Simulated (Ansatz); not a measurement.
# GaH4SbSe: how energies converge with the basis set

Aim: see how fast density functionals converge with the basis set for GaH4SbSe.

Computed with Ansatz 0.2.0, Gaussian basis. Level: one geometry, several basis sets.

The runs, in order: PBE0-D4/def2-SVP; ωB97M-V/def2-SVP; PBE0-D4/def2-QZVPP; ωB97M-V/def2-QZVPP; the functionals' def2-TZVPP values are taken from earlier runs.

## 1. The geometry

An earlier PBE0-D4 in a triple-zeta def2 set relaxation fixed the geometry. Sb takes the def2 core potential; no spin-orbit term is included.

SMILES `[GaH2][SbH][SeH]`, 7 atoms, charge 0, spin multiplicity 1.

Atoms are counted from 1 here; the program's logs count them from 0.

Bond lengths: Ga1–Sb2 2.623 Å, Ga1–H4 1.572 Å, Ga1–H5 1.569 Å, Sb2–Se3 2.566 Å, Sb2–H6 1.718 Å, Se3–H7 1.469 Å. Angles: Sb2–Ga1–H4 117.9°, Sb2–Ga1–H5 120.6°, H4–Ga1–H5 121.5°, Ga1–Sb2–Se3 92.6°, Ga1–Sb2–H6 87.2°, Se3–Sb2–H6 96.5°, Sb2–Se3–H7 93.0°.

## 2. PBE0-D4 in def2-SVP

in.yaml

```yaml
crystal:
  periodic: [false, false, false]
  atoms:
    - {symbol: Ga, position_ang: [-1.136437, 0.772472, -0.950871]}
    - {symbol: Sb, position_ang: [-0.364129, -0.814899, 0.989272]}
    - {symbol: Se, position_ang: [2.038364, -0.934865, 0.094752]}
    - {symbol: H, position_ang: [-2.441673, 1.620865, -0.732038]}
    - {symbol: H, position_ang: [-0.331143, 0.839147, -2.296210]}
    - {symbol: H, position_ang: [-0.147057, 0.596050, 1.944674]}
    - {symbol: H, position_ang: [2.382065, -2.078780, 0.950421]}
basis:
  gaussian: {orbitals: def2-SVP}
hamiltonian: {xc: pbe0, dispersion: d4}
output: {orbitals: {seedname: orbitals}}
```

Command:

```console
> ansatz run in.yaml --threads 4 --pin off --events-out ev --progress --plain --max-ram 10444MiB
```

Further steps of the session: ωB97M-V in def2-SVP; PBE0-D4 in def2-QZVPP; ωB97M-V in def2-QZVPP.

**Question.** What will the summary of the whole plan be? Wanted: PBE0-D4: double and triple zeta above quadruple; ωB97M-V: double and triple zeta above quadruple.

The runs gave:

| quantity | value |
| --- | --- |
| PBE0-D4: double and triple zeta above quadruple | 17.67, 2.62 eV |
| ωB97M-V: double and triple zeta above quadruple | 17.60, 2.56 eV |

**Reading.** PBE0-D4 gains 15.04 eV from double to triple zeta, then 2.62 eV more. Total energies overstate the basis error of differences, where much of it tends to cancel.
